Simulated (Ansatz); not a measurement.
# CoPd3 (Pm-3m): comparison of magnetic orders, by script

Aim: a comparison of magnetic orders, for CoPd3 (Pm-3m), run from a script.

Computed with Ansatz 0.2.0 through its Python package. Level of theory: DFT PBEsol, plane waves, PAW.

## Step 1: The system

It takes space group Pm-3m (No. 221, cubic). The conventional cell has a = 3.850 Å, b = 3.850 Å, c = 3.850 Å, α = 90.00°, β = 90.00°, γ = 90.00°. Co (site symmetry m-3m) is surrounded by 12 Pd at 2.72 Å. Pd (site symmetry 4/mmm) has 4 Co at 2.72 Å and 8 Pd at 2.72 Å as nearest neighbours.

No structure file is read: the coordinates are typed or built in the script.

## Step 2: The script

Input file run_orders.py:

```python
"""Ferro, antiferro and non-magnetic states of CoPd3."""

import ansatz as az
import numpy as np


def count_gap(report):
    # lowest empty less highest filled band, counting bands; zero where they overlap
    return max(report.get("gap_by_band_count_ev") or 0.0, 0.0)

CELL = [
    (7.70075, 0.0, 0.0),
    (0.0, 3.850375, 0.0),
    (0.0, 0.0, 3.850375),
]
ATOMS = [
    ("Co", (0.0, 0.0, 0.0)),
    ("Pd", (0.0, 0.5, 0.5)),
    ("Pd", (0.25, 0.0, 0.5)),
    ("Pd", (0.25, 0.5, 0.0)),
    ("Co", (0.5, 0.0, 0.0)),
    ("Pd", (0.5, 0.5, 0.5)),
    ("Pd", (0.75, 0.0, 0.5)),
    ("Pd", (0.75, 0.5, 0.0)),
]


def magnet(moments):
    crystal = az.Crystal(lattice=az.Lattice.of(CELL))
    for (symbol, position), moment in zip(ATOMS, moments):
        crystal = crystal.atom(symbol, position, moment=moment or None)
    return crystal


def main() -> None:
    # starting moments in muB, one an atom
    orders = {
        "FM": [2.5, 0, 0, 0, 2.5, 0, 0, 0],
        "AFM": [2.5, 0, 0, 0, -2.5, 0, 0, 0],
    }

    rows = []
    for label, moments in orders.items():
        job = magnet(moments).calculation()
        job = job.functional("pbesol")
        job = job.occupations("fermi_dirac", width=0.15).kpoints(3, 6, 6)
        job = job.spin("collinear")
        job = job.band_table()
        data = job.run(threads=1).report
        rows.append((label, data["free_energy_ev"], data["magnetization_mub"], data["absolute_magnetization_mub"], max(abs(m) for m in data["site_moments_mub"]), count_gap(data)))
        print(label, "site moments:", [round(m, 2) for m in data["site_moments_mub"]])

    # the same cell with no spin polarisation
    plain = (
        magnet([0] * len(ATOMS)).calculation()
        .functional("pbesol")
        .occupations("fermi_dirac", width=0.15)
        .kpoints(3, 6, 6)
        .band_table()
    )
    data = plain.run(threads=1).report
    rows.append(("NM", data["free_energy_ev"], 0.0, 0.0, 0.0, count_gap(data)))

    lowest = min(row[1] for row in rows)
    rows = [(row[0], 1000 * (row[1] - lowest) / 2, *row[2:]) for row in sorted(rows, key=lambda row: row[1])]
    print("         order  meV/magnetic atom         net muB    absolute muB  largest site muB  gap by band count eV")
    for row in rows:
        print(f"{str(row[0]):>14s}  {row[1]:17.2f}  {row[2]:14.3f}  {row[3]:14.3f}  {row[4]:16.3f}  {row[5]:20.3f}")
    print("lowest of these starts:", rows[0][0])


if __name__ == "__main__":
    main()
```

## Step 3: The input behind the calls

The package turns the script's settings into the engine's input (first run):

```yaml
crystal:
  lattice:
    - [7.70075, 0.0, 0.0]
    - [0.0, 3.850375, 0.0]
    - [0.0, 0.0, 3.850375]
  atoms:
    - { symbol: Co, position: [0.0, 0.0, 0.0], spin: 2.5 }
    - { symbol: Pd, position: [0.0, 0.5, 0.5] }
    - { symbol: Pd, position: [0.25, 0.0, 0.5] }
    - { symbol: Pd, position: [0.25, 0.5, 0.0] }
    - { symbol: Co, position: [0.5, 0.0, 0.0], spin: 2.5 }
    - { symbol: Pd, position: [0.5, 0.5, 0.5] }
    - { symbol: Pd, position: [0.75, 0.0, 0.5] }
    - { symbol: Pd, position: [0.75, 0.5, 0.0] }
kpoints:
  mp_grid:
    grid: [3, 6, 6]
hamiltonian:
  xc: pbesol
magnetization:
  spin_polarized: true
scf:
  occupations:
    method: fermi_dirac
    width: 0.15
output:
  eigenvalues: true
```

## Step 4: Launch

Started as:

```bash
$ python run_orders.py
```

**Question.** Which magnetic state ends lowest, and by how much?

**Answer**, as computed:

```
        quantity         value
   runs compared             3
          lowest    run 1 (FM)
next above it by  5.3 meV/atom
```

In order of energy: ferromagnetic (+0.0 meV an atom, largest site moment 2.06 μB), antiferro- or ferrimagnetic (+5.3 meV an atom, largest site moment 2.10 μB) and non-magnetic (+92.7 meV an atom, largest site moment 0.00 μB). These are the states reached from the starts typed. What to keep in mind:
- The magnetic order follows from the starting moments and needn't be the lowest.
- For a metal this k-point mesh is coarse: on a finer one energies can move by several to tens of meV an atom and pressures by half a GPa or more, differences at one mesh by less.
- A Fermi-Dirac width this large means warm electrons, whose thermal share enters the free energy.
- This cell is a computed structure, which may not be the phase found in nature.
- Each row is the state reached from that start at the given structure, not necessarily the lowest of its order; other orders weren't tried.
